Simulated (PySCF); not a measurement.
# [La(P5)]2+: other functionals and bases at one geometry

Computed with PySCF 2.14.0. Level: several levels, as the steps say, no spin–orbit coupling.

## Step 1: The system as given

6 atoms, charge 2, spin multiplicity 1.

Bond lengths: La1–P2 3.079 Å, La1–P3 3.079 Å, La1–P4 3.079 Å, La1–P5 3.079 Å, La1–P6 3.079 Å, P2–P3 2.143 Å, P2–P6 2.143 Å, P3–P4 2.143 Å, P4–P5 2.143 Å, P5–P6 2.143 Å. Angles: P2–La1–P3 40.7°, P2–La1–P4 68.5°, P2–La1–P5 68.5°, P2–La1–P6 40.7°, P3–La1–P4 40.7°, P3–La1–P5 68.5°, P3–La1–P6 68.5°, P4–La1–P5 40.7°, P4–La1–P6 68.5°, P5–La1–P6 40.7°, La1–P2–P3 69.6°, La1–P2–P6 69.6°, P3–P2–P6 108.0°, La1–P3–P2 69.6°, La1–P3–P4 69.6°, P2–P3–P4 108.0°, La1–P4–P3 69.6°, La1–P4–P5 69.6° and more.

Geometry (Å):

| atom | x (Å) | y (Å) | z (Å) |
| --- | --- | --- | --- |
| La1 | 0.0000 | 0.0000 | -1.3331 |
| P2 | 1.8227 | 0.0000 | 1.1484 |
| P3 | 0.5632 | 1.7335 | 1.1484 |
| P4 | -1.4746 | 1.0714 | 1.1484 |
| P5 | -1.4746 | -1.0714 | 1.1484 |
| P6 | 0.5633 | -1.7335 | 1.1484 |

Formal oxidation states: La +3. The 4f shell is empty and lies in the core potential. An earlier session relaxed this geometry at PBE0, La lcecp-1-SVP with ECP46, P def2-SVP (singlet, point group C5v).

At PBE0 on the finer grid: E = -1736.626571 Eh, HOMO -15.63 eV, LUMO -12.91 eV, Mulliken charge on La1 +1.45 e, largest force component 0.004 eV/Å. The large-core potential holds the 4f shell empty.

Levels to run: TPSS; M06-L; PBE; revPBE; PBE0, f-in-core-III/TZVP; PBE0, x2c-SVP. Hardware: 2 threads of Intel Xeon 6975P-C (Granite Rapids), shared host.

## Step 2: TPSS

run.py (the lines that set the calculation) reads:

```python
mol = gto.M(atom='''
La     0.00000     0.00000    -1.33308
P      1.82274     0.00002     1.14837
P      0.56324     1.73354     1.14837
P     -1.47464     1.07136     1.14837
P     -1.47462    -1.07140     1.14837
P      0.56328    -1.73352     1.14837''',
    basis={'La': 'lcecp-1-SVP', 'P': 'def2-SVP'},
    ecp={'La': 'lcecp-1-SVP'},
    charge=2, spin=0)
mf = dft.RKS(mol, xc='TPSS')
mf.grids.atom_grid = (75, 302)  # f atoms: unpruned, at least (60, 302)
mf = mf.density_fit()  # fitting sets: La AutoAux, P def2-universal-JKFIT
mf.conv_tol = 1e-08; mf.max_cycle = 55
mf.kernel(dm0)  # dm0: the density of the relaxed state
```

Started as:

```bash
$ OMP_NUM_THREADS=2 python run.py
```

**Question.** How long does this run take on 2 threads of Intel Xeon 6975P-C (Granite Rapids), shared host?

About 8.9 s.
